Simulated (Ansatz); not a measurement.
# CH₅AlSSi: up Jacob's ladder to CCSD(T)

Aim: compute CH₅AlSSi with functionals from several rungs and with coupled cluster. The yardstick is the atomisation energy at the CCSD(T) limit.

Computed with Ansatz 0.2.0, Gaussian basis. Level: functionals in def2-TZVPP, the program's frozen cores in correlated methods.

The runs, in order: LDA (SPW92), PBE-D4, revPBE-D4, BLYP-D4, r2SCAN-D4, B97M-V, PBE0-D4, B3LYP-D4, r2SCANh-D4, r2SCAN0-D4, HSE06-D4, BHLYP-D4, CAM-B3LYP-D4, LC-ωPBE, ωB97X-V, ωB97M-V, B2PLYP, PBE-QIDH; CCSD(T)/def2-SVP; CCSD(T)/def2-TZVPP; MP2/def2-QZVPP; extrapolation to the limit; RPA on PBE.

## (1) The relaxed structure

All runs share one geometry, relaxed beforehand with PBE0-D4 in a triple-zeta def2 set.

9 atoms, charge 0, spin multiplicity 1.

Atoms are counted from 1 here; the program's logs count them from 0.

Bond lengths: Si1–Al2 2.445 Å, Si1–H5 1.492 Å, Si1–H6 1.493 Å, Si1–H7 1.492 Å, Al2–C3 1.960 Å, Al2–S4 2.407 Å, Al2–H8 1.585 Å, C3–S4 1.634 Å, C3–H9 1.089 Å. Angles: Al2–Si1–H5 112.2°, Al2–Si1–H6 112.1°, Al2–Si1–H7 111.1°, H5–Si1–H6 106.8°, H5–Si1–H7 107.3°, H6–Si1–H7 107.1°, Si1–Al2–C3 116.5°, Si1–Al2–S4 111.8°, Si1–Al2–H8 126.7°, C3–Al2–S4 42.4°, C3–Al2–H8 116.0°, S4–Al2–H8 112.6°, Al2–C3–S4 83.6°, Al2–C3–H9 156.0°, S4–C3–H9 120.4°, Al2–S4–C3 54.0°.

## (2) LDA

This LDA is Slater exchange with PW92 correlation.

in.yaml reads:

```yaml
crystal:
  periodic: [false, false, false]
  atoms:
    - {symbol: Si, position_ang: [-0.657945, 1.069408, -1.145185]}
    - {symbol: Al, position_ang: [0.253189, -0.951021, -0.113414]}
    - {symbol: C, position_ang: [0.472182, -0.914272, 1.833590]}
    - {symbol: S, position_ang: [1.993283, -0.441360, 1.469275]}
    - {symbol: H, position_ang: [0.027918, 1.406423, -2.426280]}
    - {symbol: H, position_ang: [-2.111158, 0.932916, -1.457656]}
    - {symbol: H, position_ang: [-0.511785, 2.246742, -0.240448]}
    - {symbol: H, position_ang: [0.456975, -2.360461, -0.808396]}
    - {symbol: H, position_ang: [0.165842, -1.034676, 2.871512]}
basis:
  gaussian: {orbitals: def2-TZVPP}
hamiltonian: {xc: lda}
output: {orbitals: {seedname: orbitals}}
```

On the command line:

```sh
$ ansatz run in.yaml --threads 2 --pin off --events-out ev --progress --plain --max-ram 4352MiB
```

Further steps of the session: PBE-D4 (GGA); revPBE-D4 (GGA); BLYP-D4 (GGA); r2SCAN-D4 (meta-GGA); B97M-V (meta-GGA); PBE0-D4 (hybrid); B3LYP-D4 (hybrid); r2SCANh-D4 (hybrid); r2SCAN0-D4 (hybrid); HSE06-D4 (hybrid); BHLYP-D4 (hybrid); CAM-B3LYP-D4 (range-separated); LC-ωPBE (range-separated); ωB97X-V (range-separated); ωB97M-V (range-separated); B2PLYP (double hybrid); PBE-QIDH (double hybrid); CCSD(T) in def2-SVP; CCSD(T) in def2-TZVPP; MP2 in def2-QZVPP; RPA on PBE orbitals.

Before running them: what should the planned runs give, taken together? Wanted: atomisation energy, CCSD(T)/CBS; farthest beyond LDA; mean size of error, GGA; mean size of error, meta-GGA; mean size of error, hybrid; mean size of error, range-separated; mean size of error, double hybrid; gap, smallest and largest; T1 diagnostic.

The runs gave:

```
                               quantity                                     value
        atomisation energy, CCSD(T)/CBS                             2717.4 kJ/mol
 functionals within 13.6 kJ/mol (0.5 %)            r2SCAN-D4, r2SCANh-D4, ωB97M-V
                    farthest beyond LDA                   BHLYP-D4 (-75.9 kJ/mol)
                mean size of error, GGA                               28.1 kJ/mol
           mean size of error, meta-GGA                               23.8 kJ/mol
             mean size of error, hybrid                               27.7 kJ/mol
    mean size of error, range-separated                               20.3 kJ/mol
      mean size of error, double hybrid                               42.8 kJ/mol
              gap, smallest and largest  1.97 eV (LDA (SPW92)), 9.10 eV (LC-ωPBE)
                          T1 diagnostic                                    0.0188
triples share of the correlation energy                                     4.6 %
```

In words: The LDA atomisation energy is off by 337.5 kJ/mol (12 %): it overbinds. PBE-D4 misses by +15.0 kJ/mol. Double hybrids carry the basis error of their MP2 part in triple zeta, and no dispersion term here, so their miss is partly the set-up's. By mean error the best rung here is range-separated (20.3 kJ/mol) and the worst beyond LDA is double hybrid (42.8 kJ/mol). The gap between the best rungs is small, so their order is not settled. The reference freezes the cores and leaves out relativity and excitations past (T), so misses under about 13.6 kJ/mol can't be ranked. Hartree-Fock recovers 72 % of the binding; the rest is correlation. CCSD(T) in def2-SVP is off by -181.4 kJ/mol, worse than the median functional, from the basis alone. Orbital gaps span 2.0 to 9.1 eV; exact exchange widens them. The restricted reference is unstable towards a spin-broken one.
